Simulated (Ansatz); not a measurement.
Relaxation of a periodic cell of 17 atoms, Na$_{16}$H (host Na, host structure bcc, interstitial H), to a largest force component of 0.08 eV/Å in at most 25 steps.

Method: DFT r2SCAN-D3(BJ), scalar-relativistic, plane waves, PAW in Ansatz 0.2.0. Settings: cutoff 500 eV, k mesh 2x2x2, fermi-dirac smearing 0.1 eV, no spin polarisation.

```xyz
17
Lattice="8.4600 0.0000 0.0000 0.0000 8.4600 0.0000 0.0000 0.0000 8.4600" Properties=species:S:1:pos:R:3:forces:R:3
Na 0.000 0.000 0.000 -0.01 -0.01 0.00
Na 4.230 0.000 0.000 0.01 -0.01 0.00
Na 0.000 4.230 0.000 -0.01 0.00 0.00
Na 0.000 0.000 4.230 0.15 0.10 0.00
Na 2.115 2.115 2.115 0.00 -0.09 0.13
Na 4.230 4.230 0.000 0.01 0.00 0.00
Na 4.230 0.000 4.230 -0.14 0.10 0.00
Na 6.345 2.115 2.115 0.00 0.01 -0.01
Na 0.000 4.230 4.230 0.00 0.02 0.00
Na 2.115 6.345 2.115 0.00 -0.03 -0.01
Na 2.115 2.115 6.345 0.00 -0.08 -0.11
Na 4.230 4.230 4.230 0.00 0.02 0.00
Na 6.345 6.345 2.115 0.00 0.00 -0.01
Na 6.345 2.115 6.345 0.00 0.01 0.02
Na 2.115 6.345 6.345 0.00 -0.03 0.01
Na 6.345 6.345 6.345 0.00 0.00 0.01
H 2.121 1.108 4.248 -0.01 -0.02 -0.02
```

Task: Where does it end, and by what steps?

Result: The run converged. Limits of this set-up: coarse k mesh, odd electron count without spin. After 2 steps the energy has fallen by 0.040 eV; Na4 moved furthest, 0.13 Å.

```json
{"step": "0", "energy less start (eV)": "0.0000", "largest force component (eV/Å)": "0.146", "accepted": "yes"}
{"step": "1", "energy less start (eV)": "-0.0242", "largest force component (eV/Å)": "0.097", "accepted": "yes"}
{"step": "2", "energy less start (eV)": "-0.0397", "largest force component (eV/Å)": "0.027", "accepted": "yes"}
```

```xyz
17
Lattice="8.4600 0.0000 0.0000 0.0000 8.4600 0.0000 0.0000 0.0000 8.4600" Properties=species:S:1:pos:R:3
Na 0.002 -0.017 0.002
Na 4.228 -0.017 0.002
Na -0.004 4.199 0.001
Na 0.111 0.074 4.230
Na 2.115 2.052 2.198
Na 4.235 4.199 0.001
Na 4.121 0.073 4.230
Na 6.346 2.129 2.119
Na -0.010 4.277 4.231
Na 2.115 6.289 2.098
Na 2.115 2.055 6.268
Na 4.240 4.276 4.231
Na 6.345 6.381 2.121
Na 6.346 2.128 6.343
Na 2.115 6.291 6.362
Na 6.345 6.381 6.342
H 2.115 1.097 4.229
```

Whether the end is a true minimum wasn't checked by a vibrational analysis.

Time of the run: 47 s on 4 threads of Intel(R) Xeon(R) Platinum 8488C (Sapphire Rapids) (shared host), peak memory 2.5 GiB.
